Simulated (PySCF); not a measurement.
**RuNH₄: structure of the doublet**

Where does doublet RuNH₄ go from a trigonal bipyramidal (ligand arrangement 2) start, is the end point a minimum, and what are its modes, charges and moments?

The runs use PySCF 2.14.0; PBE0, basis Ru def2-TZVP with ECP28, N def2-TZVP, H def2-TZVP, scalar-relativistic core potentials, no spin–orbit coupling, density fitting.

## Step 1: The system as given

6 atoms, charge 0, spin multiplicity 2.

Bond lengths: Ru1–N2 1.740 Å, Ru1–H3 1.570 Å, Ru1–H4 1.570 Å, Ru1–H5 1.570 Å, Ru1–H6 1.570 Å. Angles: N2–Ru1–H3 180.0°, N2–Ru1–H4 90.0°, N2–Ru1–H5 90.0°, N2–Ru1–H6 90.0°, H3–Ru1–H4 90.0°, H3–Ru1–H5 90.0°, H3–Ru1–H6 90.0°, H4–Ru1–H5 120.0°, H4–Ru1–H6 120.0°, H5–Ru1–H6 120.0°.

```xyz
6
charge 0 multiplicity 2
Ru    0.0000    0.0000    0.0000
N     0.0000    0.0000   -1.7400
H     0.0000    0.0000    1.5700
H     1.5700    0.0000    0.0000
H    -0.7850    1.3597    0.0000
H    -0.7850   -1.3597    0.0000
```

## Step 2: Finding the electronic state

One driver script runs all steps and calls PySCF; scf.py shows how it sets up the SCF of each step. The optimiser is the driver's own. After this first run the driver tries any further starts and a stability analysis.

Input file scf.py:

```python
from pyscf import gto, scf, dft
mol = gto.M(atom='''
Ru     0.000000     0.000000     0.000000
N      0.000000     0.000000    -1.740000
H      0.000000     0.000000     1.570000
H      1.570000     0.000000     0.000000
H     -0.785000     1.359700     0.000000
H     -0.785000    -1.359700     0.000000''',
    basis={'Ru': 'def2-TZVP', 'N': 'def2-TZVP', 'H': 'def2-TZVP'},
    ecp={'Ru': 'def2-TZVP'},
    charge=0, spin=1)
mf = dft.UKS(mol, xc='PBE0')
mf.grids.atom_grid = (50, 194)
aux = {'Ru': 'def2-universal-JKFIT', 'N': 'def2-universal-JKFIT', 'H': 'def2-universal-JKFIT'}
mf = mf.density_fit(auxbasis=aux)
mf.conv_tol = 1e-08
mf.diis_space = 10
mf.max_cycle = 60
mf.init_guess = 'minao'
mf.verbose = 4
mf.kernel()
```

On the command line:

```bash
> OMP_NUM_THREADS=4 python axn.py task.json out
```

Standard output:

```text
init E= -143.760458086535
[... the frontier-level lines of each cycle are left out ...]
cycle= 1 E= -151.076081328675  delta_E= -7.32  |g|= 1.32  |ddm|= 3.23
cycle= 2 E= -145.200562072943  delta_E= 5.88  |g|= 3.19  |ddm|= 6.98
cycle= 3 E= -151.483911464648  delta_E= -6.28  |g|= 0.764  |ddm|= 6.89
cycle= 4 E= -151.604851753566  delta_E= -0.121  |g|= 0.579  |ddm|= 0.732
cycle= 5 E= -151.766822814484  delta_E= -0.162  |g|= 0.0606  |ddm|= 0.468
cycle= 6 E= -151.768124342375  delta_E= -0.0013  |g|= 0.0346  |ddm|= 0.0626
cycle= 7 E= -151.768572956255  delta_E= -0.000449  |g|= 0.0131  |ddm|= 0.022
cycle= 8 E= -151.768683660932  delta_E= -0.000111  |g|= 0.00795  |ddm|= 0.0137
cycle= 9 E= -151.768755083161  delta_E= -7.14e-05  |g|= 0.00409  |ddm|= 0.0113
cycle= 10 E= -151.768830413691  delta_E= -7.53e-05  |g|= 0.0029  |ddm|= 0.0151
cycle= 11 E= -151.768789200207  delta_E= 4.12e-05  |g|= 0.00278  |ddm|= 0.00874
cycle= 12 E= -151.768617614665  delta_E= 0.000172  |g|= 0.00321  |ddm|= 0.0485
cycle= 13 E= -151.768575878003  delta_E= 4.17e-05  |g|= 0.00133  |ddm|= 0.0284
cycle= 14 E= -151.76856953679  delta_E= 6.34e-06  |g|= 0.000649  |ddm|= 0.025
cycle= 15 E= -151.768569973828  delta_E= -4.37e-07  |g|= 0.000166  |ddm|= 0.00309
cycle= 16 E= -151.76857014675  delta_E= -1.73e-07  |g|= 0.000108  |ddm|= 0.00069
cycle= 17 E= -151.768570230645  delta_E= -8.39e-08  |g|= 8.96e-05  |ddm|= 0.000626
cycle= 18 E= -151.768570305536  delta_E= -7.49e-08  |g|= 6.15e-05  |ddm|= 0.000639
cycle= 19 E= -151.768570352445  delta_E= -4.69e-08  |g|= 4.55e-05  |ddm|= 0.000491
cycle= 20 E= -151.768570377176  delta_E= -2.47e-08  |g|= 2.5e-05  |ddm|= 0.000457
cycle= 21 E= -151.768570382692  delta_E= -5.52e-09  |g|= 1.84e-05  |ddm|= 0.000299
Extra cycle  E= -151.768570382742  delta_E= -5.06e-11  |g|= 3.55e-05  |ddm|= 4.16e-05
converged SCF energy = -151.768570382742  <S^2> = 0.77482463  2S+1 = 2.0246724
```

This step, with its further starts and checks, took 19 s on 4 threads of Arm Neoverse V1, shared host.

Energies from each starting density:

| start | energy (Eh) |
| --- | --- |
| the minimal-basis guess | -151.768570 |
| a thermally smeared density | -151.768570 |
| a smeared PBE density | -151.768508 |

This is not the lowest solution: one lies 5.8 kJ/mol lower, at -151.77078 Eh, and the relaxation starts from that.

## Step 3: Relaxing the doublet from the trigonal bipyramidal (ligand arrangement 2) start

The program finds C3v symmetry in the start, which this walk keeps.

Edit scf.py of step 2 so:

```diff
@@ -3,6 +3,6 @@
-Ru     0.000000     0.000000     0.000000
-N      0.000000     0.000000    -1.740000
-H      0.000000     0.000000     1.570000
-H      1.570000     0.000000     0.000000
-H     -0.785000     1.359700     0.000000
-H     -0.785000    -1.359700     0.000000''',
+Ru    -0.000000    -0.000000     0.189956
+N      0.000000     0.000000    -1.550044
+H     -0.000000    -0.000000     1.759956
+H      1.570023    -0.000000     0.189956
+H     -0.785012     1.359680     0.189956
+H     -0.785012    -1.359680     0.189956''',
@@ -19 +18,0 @@
-mf.init_guess = 'minao'
```

The optimiser's trace:

| step | energy (Eh) | change (kJ/mol) | largest symmetric gradient (Eh/bohr) |
| --- | --- | --- | --- |
| 0 | -151.770777 | 0.00 | 0.07766 |
| 1 | -151.778278 | -19.69 | 0.04984 |
| 2 | -151.786726 | -41.87 | 0.06171 |
| 3 | -151.795985 | -66.18 | 0.01781 |
| 4 | -151.798189 | -71.97 | 0.00820 |
| 5 | -151.798823 | -73.63 | 0.00616 |
| 6 | -151.799468 | -75.33 | 0.00359 |
| 7 | -151.799531 | -75.49 | 0.00345 |
| 8 | -151.799777 | -76.14 | 0.00159 |
| 9 | -151.799801 | -76.20 | 0.00050 |
| 10 | -151.799805 | -76.21 | 0.00007 |

The walk took 36 s.

Geometry (Å) and forces (eV/Å) at some steps:

```
step 0
Ru   0.000   0.000   0.190  -0.699   0.001  -3.993
N    0.000   0.000  -1.550   0.349  -0.001   0.546
H    0.000   0.000   1.760   0.059   0.000   2.639
H    1.570   0.000   0.190  -0.308  -0.001   0.049
H   -0.785   1.360   0.190   0.299   0.495   0.380
H   -0.785  -1.360   0.190   0.300  -0.494   0.380
step 1
Ru   0.000   0.000   0.149  -0.862   0.000  -2.563
N    0.000   0.000  -1.574   0.417   0.000   0.610
H    0.000   0.000   1.801   0.119   0.000   1.205
H    1.572   0.000   0.198  -0.354   0.000   0.033
H   -0.786   1.362   0.198   0.340   0.516   0.357
H   -0.786  -1.362   0.198   0.340  -0.516   0.357
step 5
Ru   0.000   0.000  -0.106   0.002   0.000   0.103
N    0.000   0.000  -1.738  -0.001   0.000   0.005
H    0.000   0.000   1.789  -0.001   0.000  -0.110
H    1.564   0.000   0.341  -0.318   0.000   0.001
H   -0.782   1.355   0.341   0.158  -0.273   0.000
H   -0.782  -1.355   0.341   0.158   0.273   0.000
step 10
Ru   0.000   0.000  -0.123   0.003   0.000   0.000
N    0.000   0.000  -1.772   0.000   0.000   0.004
H    0.000   0.000   1.692   0.000   0.000  -0.001
H    1.517   0.000   0.391  -0.002   0.000   0.000
H   -0.758   1.314   0.391  -0.001   0.001  -0.002
H   -0.758  -1.314   0.391  -0.001  -0.001  -0.002
```

After 10 steps and 76.2 kJ/mol it ends at C3v: Ru–H 1.601 Å (×3), Ru–H 1.815 Å, Ru–N 1.649 Å; H–Ru–H 71.3° (×3), H–Ru–H 110.2° (×3), H–Ru–N 108.7° (×3), H–Ru–N 180.0°.

## Step 4: Frequencies

On the finer grid the gradient is checked again; gradients at displacements of ±0.02 bohr then give force constants and infrared intensities.

Edit scf.py of step 3 so:

```diff
@@ -3,6 +3,6 @@
-Ru    -0.000000    -0.000000     0.189956
-N      0.000000     0.000000    -1.550044
-H     -0.000000    -0.000000     1.759956
-H      1.570023    -0.000000     0.189956
-H     -0.785012     1.359680     0.189956
-H     -0.785012    -1.359680     0.189956''',
+Ru    -0.000000     0.000000     0.164422
+N      0.000000    -0.000000    -1.484577
+H     -0.000000     0.000000     1.979462
+H      1.517038     0.000000     0.677483
+H     -0.758519     1.313793     0.677483
+H     -0.758519    -1.313793     0.677483''',
@@ -13 +13 @@
-mf.grids.atom_grid = (50, 194)
+mf.grids.atom_grid = (75, 302)
@@ -16 +16 @@
-mf.conv_tol = 1e-08
+mf.conv_tol = 1e-10
```

The driver hands on the density of the step before, so the log starts near convergence.

Log of the central SCF (cycles and frontier levels):

```text
init E= -151.799813535996
[... the frontier-level lines of each cycle are left out ...]
cycle= 1 E= -151.799813535985  delta_E= 1.03e-11  |g|= 5.62e-06  |ddm|= 3.36e-06
Extra cycle  E= -151.799813535773  delta_E= 2.12e-10  |g|= 2.42e-05  |ddm|= 1.3e-05
converged SCF energy = -151.799813535773  <S^2> = 1.7913527  2S+1 = 2.8575183
```

The whole step took 53 s.

Geometry: C3v; Ru–H 1.601 Å (×3), Ru–H 1.815 Å, Ru–N 1.649 Å; H–Ru–H 71.3° (×3), H–Ru–H 110.2° (×3), H–Ru–N 108.7° (×3), H–Ru–N 180.0°.

Modes, for the most abundant isotopes:

```tsv
symmetry	ω (cm⁻¹)	IR (km/mol)	μ (u)	type
e	1007i	51.9	1.03	bend
e	484	0.1	1.16	bend
a1	569	0.0	1.22	bend
e	579	2.0	1.07	bend
a1	850	2.5	2.17	mixed
a1	1228	109	1.35	stretch
a1	2028	13.7	1.02	stretch
e	2034	78.1	1.02	stretch
```

With 2 modes imaginary (up to 1007i cm⁻¹) this point is a saddle.

Properties at this point:

| Quantity | Value |
| --- | --- |
| Dipole moment | 1.25 D |
| Highest occupied level | -7.55 eV |
| Lowest empty level | -4.56 eV |
| Rotational constants | 2.423, 0.3973, 0.3973 cm⁻¹ |
| Zero-point energy (real modes) | 65.0 kJ/mol |
| Principal polarisabilities | 42.9, 42.9, 66.3 bohr³ |
| Atomisation energy without zero-point energy | 1201 kJ/mol |
| Principal traceless quadrupole moments about the centre of mass | -1.21, 0.60, 0.60 D Å |
| Spin squared ⟨S²⟩ | 1.791 |

Charges (e) and bond orders:

```tsv
atom	Mulliken	Löwdin	polar tensor	spin (Mulliken)	Mayer order to Ru1
Ru1	0.13	-0.08	0.21	1.36	–
N2	-0.35	-0.16	-0.20	0.15	2.28
H3	0.12	0.11	0.21	-0.61	0.41
H4,5,6	0.03	0.04	-0.07	0.03	0.94
```

Mulliken populations on Ru1 (outside its core potential): s 2.81, p 6.59, d 6.46, f 0.02.

## Step 5: Leaving the saddle point

The atoms are moved a little along the softest imaginary mode and relaxed again.

The program finds C1 symmetry in the start. The walk stops when the largest gradient is under 0.0003 Eh/bohr and the energy has settled too.

Edit scf.py of step 4 so:

```diff
@@ -3,6 +3,6 @@
-Ru    -0.000000     0.000000     0.164422
-N      0.000000    -0.000000    -1.484577
-H     -0.000000     0.000000     1.979462
-H      1.517038     0.000000     0.677483
-H     -0.758519     1.313793     0.677483
-H     -0.758519    -1.313793     0.677483''',
+Ru    -0.001172     0.000508     0.164339
+N      0.004388    -0.001902    -1.484660
+H      0.110103    -0.047722     1.979378
+H      1.505455     0.010184     0.709172
+H     -0.776801     1.314946     0.649587
+H     -0.781273    -1.302323     0.673440''',
@@ -13 +13 @@
-mf.grids.atom_grid = (75, 302)
+mf.grids.atom_grid = (50, 194)
@@ -16 +16 @@
-mf.conv_tol = 1e-10
+mf.conv_tol = 1e-08
```

The optimiser's trace:

| step | energy (Eh) | change (kJ/mol) | largest gradient (Eh/bohr) |
| --- | --- | --- | --- |
| 0 | -151.800986 | 0.00 | 0.00818 |
| 1 | -151.803572 | -6.79 | 0.01155 |
| 2 | -151.810163 | -24.09 | 0.01599 |
| 3 | -151.824353 | -61.35 | 0.02478 |
| 4 | -151.846653 | -119.90 | 0.03559 |
| 5 | -151.872306 | -187.25 | 0.03897 |
| 6 | -151.890843 | -235.92 | 0.02098 |
| 7 | -151.895164 | -247.26 | 0.02089 |
| 8 | -151.898621 | -256.34 | 0.01140 |
| 9 | -151.900920 | -262.38 | 0.01739 |
| 10 | -151.905529 | -274.48 | 0.01714 |
| 11 | -151.907286 | -279.09 | 0.01275 |
| 12 | -151.908603 | -282.55 | 0.01083 |
| 13 | -151.908888 | -283.30 | 0.00710 |
| 14 | -151.909023 | -283.65 | 0.00355 |
| 15 | -151.909092 | -283.83 | 0.00137 |
| 16 | -151.909125 | -283.92 | 0.00123 |
| 17 | -151.909133 | -283.94 | 0.00123 |
| 18 | -151.909138 | -283.95 | 0.00051 |
| 19 | -151.909140 | -283.96 | 0.00027 |

The walk took 39 s.

After 19 steps and 284.0 kJ/mol it ends at C1: H–H 0.885 Å, Ru–H 1.591 Å, Ru–H 1.616 Å, Ru–H 1.740 Å, Ru–H 1.766 Å, Ru–N 1.588 Å; H–H–Ru 73.8°, H–H–Ru 77.0°, H–Ru–H 29.2°, H–Ru–H 76.5°, H–Ru–H 77.5°, H–Ru–H 104.4°.

## Step 6: Hessian and properties

As before: finer grid, then central differences.

Edit scf.py of step 5 so:

```diff
@@ -3,6 +3,6 @@
-Ru    -0.001172     0.000508     0.164339
-N      0.004388    -0.001902    -1.484660
-H      0.110103    -0.047722     1.979378
-H      1.505455     0.010184     0.709172
-H     -0.776801     1.314946     0.649587
-H     -0.781273    -1.302323     0.673440''',
+Ru    -0.032876     0.065519     0.153383
+N      0.250584    -0.390652    -1.341703
+H      0.883397    -0.934058     1.247040
+H      1.415349    -0.239015     1.119081
+H     -1.390685     0.932869     0.029609
+H     -1.126947    -0.917711     0.760683''',
@@ -13 +13 @@
-mf.grids.atom_grid = (50, 194)
+mf.grids.atom_grid = (75, 302)
@@ -16 +16 @@
-mf.conv_tol = 1e-08
+mf.conv_tol = 1e-10
```

SCF at the final geometry:

```text
init E= -151.909105150356
[... the frontier-level lines of each cycle are left out ...]
cycle= 1 E= -151.909105150356  delta_E= 5.68e-13  |g|= 3.73e-06  |ddm|= 4.94e-06
Extra cycle  E= -151.909105150338  delta_E= 1.82e-11  |g|= 7.81e-06  |ddm|= 8.2e-06
converged SCF energy = -151.909105150338  <S^2> = 0.75614549  2S+1 = 2.0061361
```

The whole step took 1.9 min on 4 threads of Arm Neoverse V1, shared host.

Geometry: C1; H–H 0.885 Å, Ru–H 1.591 Å, Ru–H 1.616 Å, Ru–H 1.742 Å, Ru–H 1.767 Å, Ru–N 1.589 Å; H–H–Ru 73.8°, H–H–Ru 77.0°, H–Ru–H 29.2°, H–Ru–H 76.6°, H–Ru–H 77.5°, H–Ru–H 104.4°.

Harmonic modes (main isotopes):

```json
{"symmetry": "a", "ω (cm⁻¹)": "387", "IR (km/mol)": "5.9"}
{"symmetry": "a", "ω (cm⁻¹)": "584", "IR (km/mol)": "44.0"}
{"symmetry": "a", "ω (cm⁻¹)": "599", "IR (km/mol)": "25.0"}
{"symmetry": "a", "ω (cm⁻¹)": "676", "IR (km/mol)": "5.3"}
{"symmetry": "a", "ω (cm⁻¹)": "734", "IR (km/mol)": "36.5"}
{"symmetry": "a", "ω (cm⁻¹)": "964", "IR (km/mol)": "5.1"}
{"symmetry": "a", "ω (cm⁻¹)": "988", "IR (km/mol)": "84.3"}
{"symmetry": "a", "ω (cm⁻¹)": "1149", "IR (km/mol)": "77.3"}
{"symmetry": "a", "ω (cm⁻¹)": "1767", "IR (km/mol)": "31.4"}
{"symmetry": "a", "ω (cm⁻¹)": "2050", "IR (km/mol)": "64.9"}
{"symmetry": "a", "ω (cm⁻¹)": "2095", "IR (km/mol)": "41.0"}
{"symmetry": "a", "ω (cm⁻¹)": "2668", "IR (km/mol)": "180"}
```

All wavenumbers are real: a minimum.

Constants and moments:

```yaml
Dipole_moment: 2.79 D
Highest_occupied_level: -6.29 eV
Lowest_empty_level: -2.99 eV
Rotational_constants: 1.652, 0.4728, 0.4142 cm⁻¹
Zero-point_energy: 87.7 kJ/mol
Principal_polarisabilities: 42.1, 47.2, 50.1 bohr³
Atomisation_energy_without_zero-point_energy: 1488 kJ/mol
Principal_traceless_quadrupole_moments_about_the_centre_of_mass: -2.07, -1.09, 3.16 D Å
Entropy_at_298.15_K_and_1_bar_electronic_part_spin_only: 274.5 J/(mol K)
Heat_capacity_Cp_at_298.15_K: 59.8 J/(mol K)
Enthalpy_at_298.15_K_above_0_K: 12.48 kJ/mol
Rotational_symmetry_number: 1
Spin_squared_⟨S²⟩: 0.756
```

Charges (e) and bond orders:

```tsv
atom	Mulliken	Löwdin	polar tensor	spin (Mulliken)	Mayer order to Ru1
Ru1	0.26	-0.11	0.24	0.63	–
N2	-0.41	-0.15	-0.37	0.34	2.67
H3	0.08	0.12	0.18	0.00	0.42
H4	0.03	0.10	0.07	0.03	0.44
H5	0.00	0.00	-0.09	0.00	0.87
H6	0.05	0.04	-0.03	0.01	0.87
```

Outer orbital energies (eV). α occupied: -15.34, -11.76, -11.61, -10.99, -10.17, -9.27, -8.73, -6.29; empty: -2.03, -1.62, -1.14, 0.69. β occupied: -21.24, -15.24, -11.46, -11.01, -10.66, -9.58, -9.14, -8.41; empty: -2.99, -1.82, -1.39, -0.48.

Mulliken populations on Ru1 (outside its core potential): s 2.53, p 6.60, d 6.59, f 0.02.

## Step 7: The points found, side by side

| spin | group | bonds | imaginary modes (cm⁻¹) | ΔE (kJ/mol) | with zero-point energy |
| --- | --- | --- | --- | --- | --- |
| doublet | C1 | H–H 0.885 Å, Ru–H 1.591 Å, Ru–H 1.616 Å, Ru–H 1.742 Å, Ru–H 1.767 Å, Ru–N 1.589 Å | none | 0.0 | 0.0 |
| broken-symmetry (Ms = 1/2) | C3v | Ru–H 1.601 Å (×3), Ru–H 1.815 Å, Ru–N 1.649 Å | 1007i, 1007i | 286.9 | – |

## Step 8: What came out

```
                                          quantity                                                                                                                                                                   value
                                           minimum                                                                                                                                                             doublet, C1
                                          geometry  H–H 0.885 Å, Ru–H 1.591 Å, Ru–H 1.616 Å, Ru–H 1.742 Å, Ru–H 1.767 Å, Ru–N 1.589 Å; H–H–Ru 73.8°, H–H–Ru 77.0°, H–Ru–H 29.2°, H–Ru–H 76.6°, H–Ru–H 77.5°, H–Ru–H 104.4°
                                wavenumbers (cm⁻¹)                                                         387 (a), 584 (a), 599 (a), 676 (a), 734 (a), 964 (a), 988 (a), 1149 (a), 1767 (a), 2050 (a), 2095 (a), 2668 (a)
                                     dipole moment                                                                                                                                                                  2.79 D
highest occupied, lowest empty level (either spin)                                                                                                                                                         -6.29, -2.99 eV
                        polar-tensor charge of Ru1                                                                                                                                                                 +0.24 e
                                 zero-point energy                                                                                                                                                             87.7 kJ/mol
                               entropy at 298.15 K                                                                                                                                                         274.5 J/(mol K)
         atomisation energy (no zero-point energy)                                                                                                                                                             1488 kJ/mol
                                              ⟨S²⟩                                                                                                                                                                   0.756
```

**Reading.** The trigonal bipyramidal (ligand arrangement 2) start ends in a minimum without symmetry. In the infrared the band at 2668 cm⁻¹ (a) leads. Most of the spin sits on Ru1 (Mulliken spin 0.63, against 1 for the whole molecule). The first SCF alone would have been 6 kJ/mol too high. Other starts or spin states, not run here, may lie lower. One determinant may miss the lowest occupation of an open d or f shell.

The search up to here took 4.3 min.
